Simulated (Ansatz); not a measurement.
# ZrH₃ (sextet): the correlation ladder, def2-TZVPP

The task here is to estimate one member of a computed series from the others.

The runs use Ansatz 0.2.0, Gaussian basis; def2-TZVPP, core rule «outside noble gas», up to 4 orbitals frozen.

The runs, in order: UHF; CCSD(T) on ROHF; CCSD(T) on UHF; CCSDT(Q) on ROHF; CCSDT(Q) on UHF.

14 further runs of the same task are left out: 9 for a known fault of the program, 5 set aside as unsound or not needed. Runs told in other sessions of the task aren't counted.

### What is computed

The geometry is a PBE0/def2-TZVP stationary point (not a proven minimum). No spin-orbit coupling is included. Elements past krypton take def2 core potentials.

4 atoms, charge 0, spin multiplicity 6.

Atoms are counted from 1 here; the program's logs count them from 0.

Bond lengths: Zr1–H2 2.446 Å, Zr1–H3 2.050 Å, Zr1–H4 2.050 Å, H3–H4 0.811 Å. Angles: H2–Zr1–H3 168.6°, H2–Zr1–H4 168.6°, H3–Zr1–H4 22.8°, Zr1–H3–H4 78.6°, Zr1–H4–H3 78.6°.

The first run:

File in.yaml:

```yaml
crystal:
  periodic: [false, false, false]
  atoms:
    - {symbol: Zr, position_ang: [0.000000, 0.000000, -0.016822]}
    - {symbol: H, position_ang: [0.000000, 0.000000, -2.463315]}
    - {symbol: H, position_ang: [0.000000, 0.405660, 1.992908]}
    - {symbol: H, position_ang: [0.000000, -0.405660, 1.992908]}
basis:
  gaussian: {orbitals: def2-TZVPP}
magnetization: {spin_polarized: true, initial_magnetization: 5}
hamiltonian: {xc: hf}
output: {orbitals: {seedname: orbitals}}
```

Run with:

```console
> ansatz run in.yaml --threads 1 --pin off --events-out ev --progress --plain --max-ram 4096MiB --backend cpu
```

Steps of the session up to this table: UHF; CCSD(T) on ROHF; CCSD(T) on UHF; CCSDT(Q) on ROHF; CCSDT(Q) on UHF.

One table of the session follows, with a row left open; its other results are not shown here.

```
   method  from RCCSDT(Q) (kcal/mol)
     ROHF                     +61.52
      UHF                     +58.28
     RMP2                     +12.90
     UMP2                     +10.39
    RCCSD                      +2.05
    UCCSD                      -0.37
 RCCSD(T)                      +0.45
 UCCSD(T)                          ?
   RCCSDT                      +0.05
   UCCSDT                      -2.31
RCCSDT(Q)                          0
UCCSDT(Q)                      -2.36
```

Q: Estimate the row for UCCSD(T) from the others.

As computed: from RCCSDT(Q) (kcal/mol): -1.92. In the column «from RCCSDT(Q) (kcal/mol)» it lies between UCCSDT (-2.31) and UCCSD (-0.37).

With the free atoms at the same levels and basis (separate runs), the atomisation energy is 4.242 eV at RCCSDT(Q), 4.259 eV at RCCSD(T), 4.256 eV at UCCSD(T), 3.292 eV at ROHF.

To keep in mind: Restricted and unrestricted rows rest on different reference determinants; a gap between their highest levels can come from leftover correlation error, from unlike frozen cores or from another state.
